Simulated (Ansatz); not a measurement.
**AlAsH (doublet): wave-function methods side by side, cc-pVDZ**

Aim: climb from Hartree-Fock through coupled cluster and multireference methods for AlAsH (doublet) at one geometry and basis, and see what each rung misses.

Method: cc-pVDZ, core rule «outside noble gas», up to 19 orbitals frozen; program: Ansatz 0.2.0, Gaussian basis.

To be run: UHF; CCSD(T) on ROHF; CCSD(T) on UHF; BCCD(T) on ROHF; CISD; CCSDT(Q) on ROHF; CCSDT(Q) on UHF; CCSDTQ on ROHF; CCSDTQ on UHF; CASSCF and MRCISD+Q, 9 electrons in 9 orbitals; CASSCF and NEVPT2, 9 electrons in 9 orbitals.

15 further runs of the same task are left out: 10 for a known fault of the program, 5 set aside as unsound or not needed.

### 1 The geometry

The geometry is a PBE0/def2-TZVP stationary point (not a proven minimum) of the parent state, kept for this charge and spin. No spin-orbit coupling is included. The filled d shell of As may be among the frozen orbitals whatever the setting's name suggests; the logs give the count.

3 atoms, charge 0, spin multiplicity 2.

Atoms are counted from 1 here; the program's logs count them from 0.

Bond lengths: Al1–As2 2.506 Å, As2–H3 1.536 Å. Angles: Al1–As2–H3 97.9°.

### 2 UHF

Contents of in.yaml:

```yaml
crystal:
  periodic: [false, false, false]
  atoms:
    - {symbol: Al, position_ang: [0.000000, 0.029431, 1.850804]}
    - {symbol: As, position_ang: [0.000000, -0.030581, -0.654394]}
    - {symbol: H, position_ang: [0.000000, 1.485283, -0.902155]}
basis:
  gaussian: {orbitals: cc-pVDZ}
magnetization: {spin_polarized: true, initial_magnetization: 1}
hamiltonian: {xc: hf}
output: {orbitals: {seedname: orbitals}}
```

On the command line:

```bash
$ ansatz run in.yaml --threads 1 --pin off --events-out ev --progress --plain --max-ram 4096MiB --backend cpu
```

The runs that follow: CCSD(T) on ROHF; CCSD(T) on UHF; BCCD(T) on ROHF; CISD; CCSDT(Q) on ROHF; CCSDT(Q) on UHF; CCSDTQ on ROHF; CCSDTQ on UHF; CASSCF and MRCISD+Q, 9 electrons in 9 orbitals; CASSCF and NEVPT2, 9 electrons in 9 orbitals.

Q: Predict the results of all the runs planned. Wanted: RCCSDTQ below the RHF energy; RMP2 from RCCSDTQ; UMP2 from RCCSDTQ; RCCSD from RCCSDTQ; RCCSD(T) from RCCSDTQ; UCCSD(T) from RCCSDTQ; RCCSDT(Q) from RCCSDTQ; NEVPT2 valence from RCCSDTQ; MRCISD+Q valence from RCCSDTQ.

The runs gave:

```
                         quantity                                                             value
     RCCSDTQ below the RHF energy                                                        -4.7542 eV
                RMP2 from RCCSDTQ                                                       +1076.4 meV
                UMP2 from RCCSDTQ                                                       +1162.2 meV
               RCCSD from RCCSDTQ                                                        +172.3 meV
            RCCSD(T) from RCCSDTQ                                                         +37.5 meV
            UCCSD(T) from RCCSDTQ                                                         +36.4 meV
           RCCSDT(Q) from RCCSDTQ                                                          +0.9 meV
      NEVPT2 valence from RCCSDTQ                                                        +798.2 meV
    MRCISD+Q valence from RCCSDTQ                                                         +28.3 meV
levels within 1 kcal/mol (43 meV)  RCCSD(T), UCCSD(T), BCCD(T), RCCSDT, RCCSDT(Q), MRCISD+Q valence
                    T1 diagnostic                                                             0.020
   effectively unpaired electrons                                                              1.10
```

In words: RCCSD(T) misses by +37.5 meV, 0.8 % of the correlation energy. One determinant dominates. Of the multireference levels listed MRCISD+Q valence comes nearest in total energy (+28.3 meV), which doesn't show that its space is the better one. These misses are within one basis, not against nature; the frozen cores of restricted and unrestricted runs differ, which can shift their rows.
